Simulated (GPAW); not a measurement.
Crystal: NbTe.

```
Nb Te
1.0
     3.42570    0.00000    0.00000
     0.00000    3.42570    0.00000
     0.00000    0.00000    3.42570
Nb Te
1 1
Direct
  0.50000 0.50000 0.50000
  0.00000 0.00000 0.00000
```

The cell was built by a generator and needn't be a form met in nature.

Base run:

| Quantity | Value |
| --- | --- |
| Program | GPAW 26.7.0 |
| Functional | PBE |
| Potentials or basis | GPAW PAW data sets (gpaw-data 1.2.1) |
| Cutoff | 600 eV |
| Basis | pw |
| k mesh | 8 × 8 × 8 |
| Occupations | fermi-dirac, width 0.05 eV |
| Spin | no spin polarisation |
| Hubbard terms | Nb d U = 8 eV |

Its results: pressure 33.1 GPa.

After a change of settings the same cell gave: pressure 7.0 GPa. Which change was it?
A. hubbard terms from Nb d U = 8 eV to Nb d U = 4 eV
B. hubbard terms from Nb d U = 8 eV to none
C. hubbard terms from Nb d U = 8 eV to Nb d U = 5 eV

A.

Caveats: U without spin polarisation on a metal has little footing; the U is typed as a test and isn't derived for this compound; a pressure of tens of GPa on the cell as given is suspect, and the run, the potentials or the cell itself is likely at fault (some runs).
